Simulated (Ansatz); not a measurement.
# F2H4OSi2: the cost of one run

Method: PBE0-D4/def2-TZVP structures, single points in def2-TZVPP, no counterpoise correction; program: Ansatz 0.2.0, Gaussian basis.

Levels: SPW92, PBE-D4, BLYP-D4, r2SCAN-D4, B97M-V, PBE0-D4, B3LYP-D4, r2SCAN0-D4, BHLYP-D4, CAM-B3LYP-D4, wB97X-V, wB97M-V, B2PLYP, PBE-QIDH, RPA on PBE, Hartree-Fock, MP2, CCSD, CCSD(T).

Cores are frozen in the correlated methods. B3LYP uses VWN-RPA correlation. B2PLYP carries no dispersion term here.

94 further runs of the same task are left out: 94 set aside as unsound or not needed. Runs told in other sessions of the task aren't counted.

### 1 The system as given

The complex: 13 atoms, charge 0, spin multiplicity 1.

Atoms are counted from 1 here; the program's logs count them from 0.

Bond lengths: Si1–O2 1.652 Å, Si1–F4 1.616 Å, Si1–F5 1.616 Å, Si1–H6 1.488 Å, O2–Si3 1.642 Å, Si3–H9 1.485 Å, Si3–H10 1.485 Å, Si3–H11 1.486 Å, H7–N8 1.013 Å, N8–H12 1.014 Å, N8–H13 1.013 Å. Angles: O2–Si1–F4 118.4°, O2–Si1–F5 118.4°, O2–Si1–H6 100.0°, F4–Si1–F5 117.3°, F4–Si1–H6 97.1°, F5–Si1–H6 97.2°, Si1–O2–Si3 135.0°, O2–Si3–H9 111.6°, O2–Si3–H10 107.8°, O2–Si3–H11 109.6°, H9–Si3–H10 109.5°, H9–Si3–H11 109.4°, H10–Si3–H11 109.0°, H7–N8–H12 108.6°, H7–N8–H13 108.4°, H12–N8–H13 108.6°.

As a file:

```xyz
13
charge 0, multiplicity 1
Si   -0.5219    0.8372    0.3915
O    -0.0251   -0.5527   -0.3514
Si   -0.7683   -1.7435   -1.2039
F    -0.1940    2.2500   -0.3207
F    -0.6770    0.8353    1.9998
H    -1.9731    0.7988    0.0654
H     1.7905    0.1570    1.4359
N     1.5140    0.9671    0.8934
H    -2.0575   -1.2827   -1.7783
H     0.1447   -2.1518   -2.3018
H    -1.0124   -2.9122   -0.3194
H     1.7025    1.8012    1.4380
H     2.0775    0.9962    0.0515
```

Its parts: F₂H₄OSi₂ holds atoms 1, 2, 3, 4, 5, 6, 9, 10, 11; NH₃ holds atoms 7, 8, 12, 13. Each part counts its atoms afresh in its own runs.

### 2 Relaxing F₂H₄OSi₂ alone

relax-a/in.yaml

```yaml
crystal:
  periodic: [false, false, false]
  atoms:
    - {symbol: Si, position_ang: [-0.521885, 0.837234, 0.391457]}
    - {symbol: O, position_ang: [-0.025061, -0.552721, -0.351409]}
    - {symbol: Si, position_ang: [-0.768264, -1.743509, -1.203852]}
    - {symbol: F, position_ang: [-0.194028, 2.250040, -0.320662]}
    - {symbol: F, position_ang: [-0.676957, 0.835264, 1.999778]}
    - {symbol: H, position_ang: [-1.973124, 0.798816, 0.065414]}
    - {symbol: H, position_ang: [-2.057535, -1.282707, -1.778282]}
    - {symbol: H, position_ang: [0.144718, -2.151816, -2.301755]}
    - {symbol: H, position_ang: [-1.012381, -2.912224, -0.319415]}
basis:
  gaussian: {orbitals: def2-TZVP}
hamiltonian: {xc: pbe0, dispersion: d4}
relax: {f_tol: 0.005, max_steps: 200}
```

Started as:

```
$ ansatz run in.yaml --threads 4 --pin off --events-out ev --progress --plain --max-ram 46080MiB --backend cuda --devices 0, --max-vram 37GiB
```

What time and memory should one allow on 1 × a share of an NVIDIA H100 with 4 threads of AMD EPYC 7R13, shared host?

About 25 s, with a peak of 0.89 GiB on the host.
